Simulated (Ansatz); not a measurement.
# C3H10BNSi: the cost of one run

Program: Ansatz 0.2.0. Level of theory: RKS B3LYP-D4/STO-3G. These are calculated values, not measurements.

### Step 1. The system as given

Bond lengths (14 of 16 bonds, heavy atoms first): C1–C2 1.555 Å, C2–B3 1.574 Å, B3–Si4 1.942 Å, C2–N5 1.441 Å, B3–N5 1.557 Å, N5–C6 1.486 Å, C1–H7 1.157 Å, C1–H8 1.095 Å, C1–H9 1.106 Å, C2–H10 1.101 Å, Si4–H11 1.393 Å, Si4–H12 1.510 Å, Si4–H13 1.435 Å, C6–H14 1.118 Å. Angles (14 of 30 angles, heavy atoms first): C1–C2–B3 115.3°, C1–C2–N5 121.6°, B3–C2–N5 62.0°, C2–B3–Si4 149.1°, C2–B3–N5 54.8°, Si4–B3–N5 156.1°, C2–N5–B3 63.2°, C2–N5–C6 115.2°, B3–N5–C6 110.3°, C1–C2–H10 116.6°, B3–C2–H10 116.4°, N5–C2–H10 113.7°, C2–C1–H7 106.3°, C2–C1–H8 110.0°.

Coordinates:

```xyz
16

C     0.9746    1.0735    1.2106
C     0.7230    0.9449   -0.3186
B     0.1993   -0.4595   -0.7979
Si    0.5161   -2.3593   -1.0458
N    -0.6095    0.8698   -0.8618
C    -1.7037    0.8556    0.1442
H     0.5857    2.1195    1.5177
H     2.0509    1.0848    1.4134
H     0.4321    0.3477    1.8455
H     1.4429    1.4506   -0.9800
H     1.5545   -2.6184   -1.9374
H    -0.7752   -2.9151   -1.5973
H     0.6642   -2.9812    0.2387
H    -1.7820    1.8212    0.7017
H    -1.6389   -0.0062    0.8897
H    -2.6568    0.7493   -0.3785
```

### Step 2. Relaxing end A

Input file input.yaml:

```yaml
crystal:
  periodic: [false, false, false]
  atoms:
    - { symbol: C, position_ang: [0.9746, 1.0735, 1.2106] }
    - { symbol: C, position_ang: [0.723, 0.9449, -0.3186] }
    - { symbol: B, position_ang: [0.1993, -0.4595, -0.7979] }
    - { symbol: Si, position_ang: [0.5161, -2.3593, -1.0458] }
    - { symbol: "N", position_ang: [-0.6095, 0.8698, -0.8618] }
    - { symbol: C, position_ang: [-1.7037, 0.8556, 0.1442] }
    - { symbol: H, position_ang: [0.5857, 2.1195, 1.5177] }
    - { symbol: H, position_ang: [2.0509, 1.0848, 1.4134] }
    - { symbol: H, position_ang: [0.4321, 0.3477, 1.8455] }
    - { symbol: H, position_ang: [1.4429, 1.4506, -0.98] }
    - { symbol: H, position_ang: [1.5545, -2.6184, -1.9374] }
    - { symbol: H, position_ang: [-0.7752, -2.9151, -1.5973] }
    - { symbol: H, position_ang: [0.6642, -2.9812, 0.2387] }
    - { symbol: H, position_ang: [-1.782, 1.8212, 0.7017] }
    - { symbol: H, position_ang: [-1.6389, -0.0062, 0.8897] }
    - { symbol: H, position_ang: [-2.6568, 0.7493, -0.3785] }
basis:
  gaussian: { orbitals: STO-3G }
hamiltonian:
  xc: b3lyp
  dispersion: d4
relax:
  f_tol: 0.02
  max_steps: 50
```

Command:

```sh
> ansatz run input.yaml --threads 1 --pin off --max-ram 2048MiB --backend cpu --events-out ev --progress --plain --runs-dir out
```

Q: Estimate wall time and peak memory on 1 thread of an x86-64 CPU, shared host.

About 84 s, with a peak of 0.17 GiB.
